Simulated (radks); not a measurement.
**The Coulomb parameter U of the 5d shell of Hf²⁺**

The task here is to estimate one member of a computed series from the others.

Program: radks (a radial shooting solver on a logarithmic mesh, Libxc functionals) version 1. Level of theory: scalar-relativistic Kohn-Sham, r2SCAN, spin-unpolarised, spherical densities, finite nucleus. These are calculated values, not measurements, unless marked.

### Starting point

```
element            : hafnium (Z = 72)
charge             : +2
electrons          : 70
configuration      : [Xe] 4f14 5d1 6s1
nuclear rms radius : 5.347 fm
```

The outer shells:

Hf²⁺
```
[Xe] core
4f [↑↓][↑↓][↑↓][↑↓][↑↓][↑↓][↑↓]
5d [↑ ][  ][  ][  ][  ]
6s [↑ ]
```

Set-up of the first run:

Input:

```text
Z 72
configuration [Xe] 4f14 5d1 6s1
relativity scalar-relativistic
functional r2scan,r2scan
spin unpolarised
nucleus finite rms 5.347 fm
c 137.035999084
```

On the command line:

```
$ python run_ks.py task.json out
```

This one command runs every case of the session in turn.

Steps of the session up to this table: Start: [Xe] 4f14 5d1 6s1.

One table of the session follows, with a row left open; its other results are not shown here.

From the orbitals of this run (lengths in bohr):

| level | <r> | outermost maximum (interpolated) | 90 % within | nodes |
| --- | --- | --- | --- | --- |
| 4s | ? | ? | ? | ? |
| 4p | 0.4976 | 0.458 | 0.723 | 2 |
| 4d | 0.5354 | 0.471 | 0.803 | 1 |
| 5s | 1.134 | 1.02 | 1.63 | 4 |
| 5p | 1.326 | 1.16 | 1.94 | 3 |
| 4f | 0.6734 | 0.456 | 1.14 | 0 |
| 6s | 2.969 | 2.67 | 4.25 | 5 |
| 5d | 2.031 | 1.58 | 3.16 | 2 |

**Question.** Estimate the row for 4s.

As computed: <r>: 0.4684; outermost maximum (interpolated): 0.438; 90 % within: 0.672; nodes: 3. In the column «<r>» it is the lowest.
